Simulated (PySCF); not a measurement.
# C4H5FSi2: the cost of one run

Programs: PySCF 2.14.0, with density-fitted response routines of our own. Each step states its level of theory. These are calculated values for one molecule in the gas phase, unless marked as measured. Atoms are numbered from 0 throughout.

## (1) The starting structure

12 atoms, charge 0, multiplicity 1; geometry from: GFN2-xTB. The atoms were then displaced at random by about 0.01 Å, so the start is not that level's minimum.

Bonds of the start (Å): C0–C1 1.23, C1–Si2 1.86, Si2–F3 1.58, Si2–C4 1.91, C4–C5 1.35, C5–Si6 1.91, Si6–Si2 2.34, C0–H7 1.02, C4–H8 1.05, C5–H9 1.07, Si6–H10 1.48, Si6–H11 1.46.

## (2) Optimising the geometry at PBE0-D3(BJ)/def2-SVP

Job settings and geometry (Å):

```
{"job": {"xc": "PBE0", "basis": "def2-SVP", "d3": "d3bj", "grid": 1, "shake": 0.01, "kind": "geom"}, "charge": 0, "multiplicity": 1}
C      0.520890    -3.048370     1.287090
C      0.032000    -1.958070     0.984080
Si    -0.627530    -0.274850     0.552960
F     -2.080450    -0.280800     1.179590
C     -0.591590     0.149570    -1.304620
C      0.080170     1.319280    -1.359620
Si     0.557300     1.744360     0.439010
H      0.902480    -3.962920     1.531190
H     -0.996040    -0.353690    -2.134320
H      0.278260     1.843150    -2.268040
H     -0.033650     3.007550     0.926440
H      1.997830     1.786540     0.701340
```

The run is started by

```sh
> OMP_NUM_THREADS=1 python probes_run.py task.json out
```

This one command runs all jobs of the session in turn.

Q: Estimate the wall time and peak memory of this first job on 1 thread of Arm Neoverse V2, shared host.

About 99 s, with a peak of 0.51 GiB.
